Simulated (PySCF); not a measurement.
# InF (SMILES [F][In]): MP2/STO-6G

What is the vertical ionisation energy of InF at MP2/STO-6G? The job is set up through a Python script.

The calculation is run with PySCF 2.14.0.

11 further runs of the same task are left out: 5 that didn't finish, 6 set aside as unsound or not needed.

### Step 1. Starting point

InF: 2 atoms, total charge 0, spin state singlet. SMILES: `[F][In]`. Geometry: relaxed at PBE0-D4/def2-TZVP.

Bond lengths: F1–In2 1.994 Å.

### Step 2. A single-point energy at MP2/STO-6G

input.py

```python
from pyscf import gto, scf, mp

molecule = gto.M(
    atom='''
F      0.000000     0.000000     0.030066
In     0.000000     0.000000     3.797556
''',
    charge=0,
    max_memory=1860,
    unit='bohr',
    verbose=4,
    basis='sto-6g',
)

hf = scf.RHF(molecule)
hf.conv_tol = 1e-10
hf.kernel()
if not hf.converged:
    hf = hf.newton().run(hf.mo_coeff, hf.mo_occ)

pt = mp.MP2(hf, frozen=19).run()
e_tot = pt.e_tot
print('Final energy', e_tot)
```

Started as:

```console
$ OMP_NUM_THREADS=1 python input.py
```

What it wrote:

```text
PySCF version 2.14.0

[INPUT] num. atoms = 2
[INPUT] num. electrons = 58
[INPUT] charge = 0
[INPUT] spin (= nelec alpha-beta = 2S) = 0
[INPUT] symmetry False subgroup None
[INPUT] Mole.unit = bohr
[INPUT] Symbol           X                Y                Z      unit          X                Y                Z       unit  Magmom
[INPUT]  1 F      0.000000000000   0.000000000000   0.015910242024 AA    0.000000000000   0.000000000000   0.030066000000 Bohr   0.0
[INPUT]  2 In     0.000000000000   0.000000000000   2.009580092393 AA    0.000000000000   0.000000000000   3.797556000000 Bohr   0.0

nuclear repulsion = 117.054059864791
number of shells = 14
number of NR pGTOs = 192
number of NR cGTOs = 32
basis = sto-6g
ecp = {}

******** <class 'pyscf.scf.hf.RHF'> ********
method = RHF
initial guess = minao
damping factor = 0
level_shift factor = 0
DIIS = <class 'pyscf.scf.diis.CDIIS'>
diis_start_cycle = 1
diis_space = 8
diis_damp = 0
SCF conv_tol = 1e-10
SCF conv_tol_grad = None
SCF max_cycles = 50
direct_scf = True
direct_scf_tol = 1e-13
Set gradient conv threshold to 1e-05
Initial guess from minao.
init E= -5798.05171595983
  HOMO = -0.572536475169295  LUMO = -0.245524485554632  gap/eV = 8.89845
cycle= 1 E= -5811.48684320015  delta_E= -13.4  |g|= 0.37  |ddm|= 1.36
  HOMO = -0.131301598229924  LUMO = 0.221208188240776  gap/eV = 9.59228
cycle= 2 E= -5811.54717015753  delta_E= -0.0603  |g|= 0.198  |ddm|= 1.07
  HOMO = -0.158186186346203  LUMO = 0.231308457876222  gap/eV = 10.59869
cycle= 3 E= -5811.56556535066  delta_E= -0.0184  |g|= 0.0328  |ddm|= 0.352
  HOMO = -0.159611455654574  LUMO = 0.230411429402148  gap/eV = 10.61306
cycle= 4 E= -5811.56653595249  delta_E= -0.000971  |g|= 0.0115  |ddm|= 0.0934
  HOMO = -0.157802032334546  LUMO = 0.230110403065278  gap/eV = 10.55564
cycle= 5 E= -5811.5667465229  delta_E= -0.000211  |g|= 0.00199  |ddm|= 0.0604
  HOMO = -0.157780316538234  LUMO = 0.230237474304495  gap/eV = 10.55850
cycle= 6 E= -5811.56675182758  delta_E= -5.3e-06  |g|= 0.000412  |ddm|= 0.00829
  HOMO = -0.157715288578697  LUMO = 0.23023790928733  gap/eV = 10.55674
cycle= 7 E= -5811.56675201752  delta_E= -1.9e-07  |g|= 8.28e-05  |ddm|= 0.00162
  HOMO = -0.157704542094192  LUMO = 0.23024415061565  gap/eV = 10.55662
cycle= 8 E= -5811.56675202584  delta_E= -8.32e-09  |g|= 1.43e-05  |ddm|= 0.000348
  HOMO = -0.157704370987664  LUMO = 0.230242484411859  gap/eV = 10.55657
cycle= 9 E= -5811.56675202615  delta_E= -3.03e-10  |g|= 3.63e-06  |ddm|= 7.82e-05
  HOMO = -0.157704830778937  LUMO = 0.230243060447009  gap/eV = 10.55660
cycle= 10 E= -5811.56675202617  delta_E= -2.64e-11  |g|= 1.33e-07  |ddm|= 2e-05
  HOMO = -0.157704839758421  LUMO = 0.230243057478292  gap/eV = 10.55660
Extra cycle  E= -5811.56675202617  delta_E= 4.55e-12  |g|= 5.02e-08  |ddm|= 2.71e-07
converged SCF energy = -5811.56675202617

******** <class 'pyscf.mp.mp2.RMP2'> ********
nocc = 10, nmo = 13
frozen orbitals 19
E(RMP2) = -5811.61576849431  E_corr = -0.0490164681443857
E(SCS-RMP2) = -5811.61783009401  E_corr = -0.0510780678433805
E_corr(same-spin) = -0.00893272376524887
E_corr(oppo-spin) = -0.0400837443791369
Final energy -5811.615768494312
```

It took 2 s on 1 thread of Arm Neoverse V1, shared host; peak memory 0.12 GiB.

### Step 3. The doublet cation at the same level

geometry.xyz

```xyz
2
FIn
F      0.000000     0.000000     0.015910
In     0.000000     0.000000     2.009580
```

calc.py

```python
from pyscf import gto, mp

mol = gto.Mole()
mol.atom = 'geometry.xyz'
mol.max_memory = 1860
mol.basis = 'sto-6g'
mol.verbose = 3
mol.spin = 1
mol.charge = 1
mol.build()

hf = mol.UHF()
hf.conv_tol = 1e-10
hf.kernel()
if not hf.converged:
    hf = hf.newton().run(hf.mo_coeff, hf.mo_occ)

pt = mp.MP2(hf, frozen=19).run()
etot = pt.e_tot
print(f'total energy: {etot:.8f} hartree')
```

Started as:

```console
$ OMP_NUM_THREADS=1 python calc.py
```

What it wrote:

```text
converged SCF energy = -5811.41982208203  <S^2> = 0.83782211  2S+1 = 2.0859742
E(UMP2) = -5811.45278585616  E_corr = -0.0329637741288691
E(SCS-UMP2) = -5811.45374207812  E_corr = -0.0339199960957099
total energy: -5811.45278586 hartree
```

Wall time 2 s (1 thread of Arm Neoverse V1, shared host); peak memory 0.12 GiB.

### Step 4. Results

Level: MP2/STO-6G, 19 core orbitals frozen.

| quantity | value |
| --- | --- |
| singlet InF: total energy | -5811.61577 Eh |
| singlet InF: dipole moment (Hartree–Fock density) | 0.87 D |
| singlet InF: HOMO energy (Hartree–Fock orbitals) | -4.29 eV |
| singlet InF: LUMO energy (Hartree–Fock orbitals) | 6.27 eV |
| singlet InF: HOMO–LUMO gap (Hartree–Fock orbitals) | 10.56 eV |
| singlet InF: correlation energy (19 core orbitals frozen) | -49.0 mEh |
| doublet cation: total energy | -5811.45279 Eh |
| doublet cation: HOMO energy (Hartree–Fock orbitals) (highest over α and β) | -14.00 eV |
| doublet cation: LUMO energy (Hartree–Fock orbitals) (lowest over α and β) | -3.57 eV |
| doublet cation: correlation energy (19 core orbitals frozen) | -33.0 mEh |
| doublet cation: ⟨S²⟩ of the reference determinant | 0.838 |
| vertical ionisation energy (to the doublet cation) | 4.435 eV |

The vertical ionisation energy comes to 4.43 eV (102 kcal/mol). In a minimal basis such a difference can be off by several eV, whatever the method. Relativity is left out (singlet InF) although the molecule holds a heavy atom. Relativity is left out (doublet cation) although the molecule holds a heavy atom.
